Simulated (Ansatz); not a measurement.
# C3H5ClOSi: how energies converge with the basis set

An exercise on one series of results from a longer session: the logs are not shown, and one member is left open.

The runs use Ansatz 0.2.0, Gaussian basis; one geometry, several basis sets.

The runs, in order: PBE0-D4/def2-SVP; ωB97M-V/def2-SVP; PBE0-D4/def2-QZVPP; ωB97M-V/def2-QZVPP; CCSD(T)/cc-pV(D+d)Z; CCSD(T)/cc-pV(T+d)Z; MP2/cc-pV(Q+d)Z; the functionals' def2-TZVPP values are taken from earlier runs.

## Structure used throughout

All runs share one geometry, relaxed beforehand with PBE0-D4 in a triple-zeta def2 set.

SMILES `C#C[SiH](Cl)OC`, 11 atoms, charge 0, spin multiplicity 1.

Atoms are counted from 1 here; the program's logs count them from 0.

Bond lengths: C1–C2 1.206 Å, C1–H7 1.066 Å, C2–Si3 1.819 Å, Si3–Cl4 2.052 Å, Si3–O5 1.621 Å, Si3–H8 1.470 Å, O5–C6 1.414 Å, C6–H9 1.094 Å, C6–H10 1.095 Å, C6–H11 1.090 Å. Angles: C2–C1–H7 179.7°, C1–C2–Si3 179.0°, C2–Si3–Cl4 106.9°, C2–Si3–O5 110.9°, C2–Si3–H8 111.9°, Cl4–Si3–O5 110.8°, Cl4–Si3–H8 109.0°, O5–Si3–H8 107.3°, Si3–O5–C6 125.1°, O5–C6–H9 110.8°, O5–C6–H10 111.2°, O5–C6–H11 107.8°, H9–C6–H10 109.0°, H9–C6–H11 109.0°, H10–C6–H11 109.0°.

The first run:

in.yaml

```yaml
crystal:
  periodic: [false, false, false]
  atoms:
    - {symbol: C, position_ang: [-0.937285, 0.743006, 2.377566]}
    - {symbol: C, position_ang: [-0.126747, 0.303682, 1.600352]}
    - {symbol: Si, position_ang: [1.107561, -0.328452, 0.422793]}
    - {symbol: Cl, position_ang: [1.001809, -2.376292, 0.490917]}
    - {symbol: O, position_ang: [0.810508, 0.214946, -1.074913]}
    - {symbol: C, position_ang: [-0.413669, 0.065896, -1.766271]}
    - {symbol: H, position_ang: [-1.652603, 1.128152, 3.068273]}
    - {symbol: H, position_ang: [2.470804, 0.092468, 0.777414]}
    - {symbol: H, position_ang: [-0.600121, -0.985091, -2.005366]}
    - {symbol: H, position_ang: [-1.250662, 0.451332, -1.175588]}
    - {symbol: H, position_ang: [-0.344296, 0.633354, -2.694576]}
basis:
  gaussian: {orbitals: def2-SVP}
hamiltonian: {xc: pbe0, dispersion: d4}
output: {orbitals: {seedname: orbitals}}
```

Command:

```console
$ ansatz run in.yaml --threads 2 --pin off --events-out ev --progress --plain --max-ram 32768MiB --backend cpu
```

Among the steps run: PBE0-D4 in def2-SVP; ωB97M-V in def2-SVP; PBE0-D4 in def2-QZVPP; ωB97M-V in def2-QZVPP.

One of the session's tables, all rows but one given; the rest of the session is left out.

```
functional       basis  HOMO (eV)  LUMO (eV)
   PBE0-D4    def2-SVP      -8.40      -0.28
   PBE0-D4  def2-TZVPP      -8.49      -0.52
   PBE0-D4  def2-QZVPP          ?          ?
   ωB97M-V    def2-SVP     -10.66       1.87
   ωB97M-V  def2-TZVPP     -10.77       1.50
   ωB97M-V  def2-QZVPP     -10.79       1.36
```

**Question.** Estimate the row for PBE0-D4, def2-QZVPP.

As computed: HOMO (eV): -8.51; LUMO (eV): -0.59. In the column «HOMO (eV)» it lies between ωB97M-V, def2-SVP (-10.66) and PBE0-D4, def2-TZVPP (-8.49).
